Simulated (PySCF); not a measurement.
# CeH6N3 (Ce(NH2)3-): the cost of one run

Program: PySCF 2.14.0. Level of theory: PBE0, Ce lcecp-0-SVP with ECP48, N def2-SVP, H def2-SVP; scalar-relativistic core potentials, no spin–orbit coupling. These are calculated values, not measurements.

1 further run of the same task is left out (for a known fault of the program).

### 1 The system as given

10 atoms, charge -1, spin multiplicity 1.

Bond lengths: Ce1–N2 2.491 Å, Ce1–N5 2.491 Å, Ce1–N8 2.491 Å, N2–H3 1.018 Å, N2–H4 1.018 Å, N5–H6 1.018 Å, N5–H7 1.018 Å, N8–H9 1.018 Å, N8–H10 1.018 Å. Angles: N2–Ce1–N5 120.0°, N2–Ce1–N8 120.0°, N5–Ce1–N8 120.0°, Ce1–N2–H3 125.4°, Ce1–N2–H4 125.4°, H3–N2–H4 109.2°, Ce1–N5–H6 125.4°, Ce1–N5–H7 125.4°, H6–N5–H7 109.2°, Ce1–N8–H9 125.4°, Ce1–N8–H10 125.4°, H9–N8–H10 109.2°.

Coordinates:

```xyz
10
CeH6N3
Ce    0.0000    0.0000    0.0000
N     2.4908    0.0000    0.0000
H     3.0808    0.0000    0.8300
H     3.0808    0.0000   -0.8300
N    -1.2454    2.1571    0.0000
H    -1.5404    2.6680    0.8300
H    -1.5404    2.6680   -0.8300
N    -1.2454   -2.1571    0.0000
H    -1.5404   -2.6680    0.8300
H    -1.5404   -2.6680   -0.8300
```

Formal oxidation states: Ce +2. Each metal's 2 4f electrons lie in its core potential, so multiplicities, spins and levels count the valence alone. For divalent La, Ce, Gd or Lu the extra electron is normally 5d or 6s, so this core forces an excited configuration.

### 2 SCF at the start, singlet

File run.py (the lines that set the calculation):

```python
mol = gto.M(atom='''
Ce     0.00000     0.00000     0.00000
N      2.49080     0.00000     0.00000
H      3.08080     0.00000     0.83000
H      3.08080     0.00000    -0.83000
N     -1.24540     2.15710     0.00000
H     -1.54040     2.66800     0.83000
H     -1.54040     2.66800    -0.83000
N     -1.24540    -2.15710     0.00000
H     -1.54040    -2.66800     0.83000
H     -1.54040    -2.66800    -0.83000''',
    basis={'Ce': 'lcecp-0-SVP', 'N': 'def2-SVP', 'H': 'def2-SVP'},
    ecp={'Ce': 'lcecp-0-SVP'},
    charge=-1, spin=0)
mf = dft.RKS(mol, xc='PBE0')
mf.grids.atom_grid = (50, 194)  # f atoms: unpruned, at least (60, 302)
mf = mf.density_fit()  # fitting sets: Ce AutoAux, N def2-universal-JKFIT, H def2-universal-JKFIT
mf.conv_tol = 1e-08; mf.max_cycle = 55
mf.kernel(dm0)  # dm0: free metal ions and neutral atoms
```

Run with:

```bash
$ OMP_NUM_THREADS=2 python run.py
```

**Question.** How long does this run take on 2 threads of Arm Neoverse V1, shared host, and how much memory does it need?

About 3 s, with a peak of 0.65 GiB.
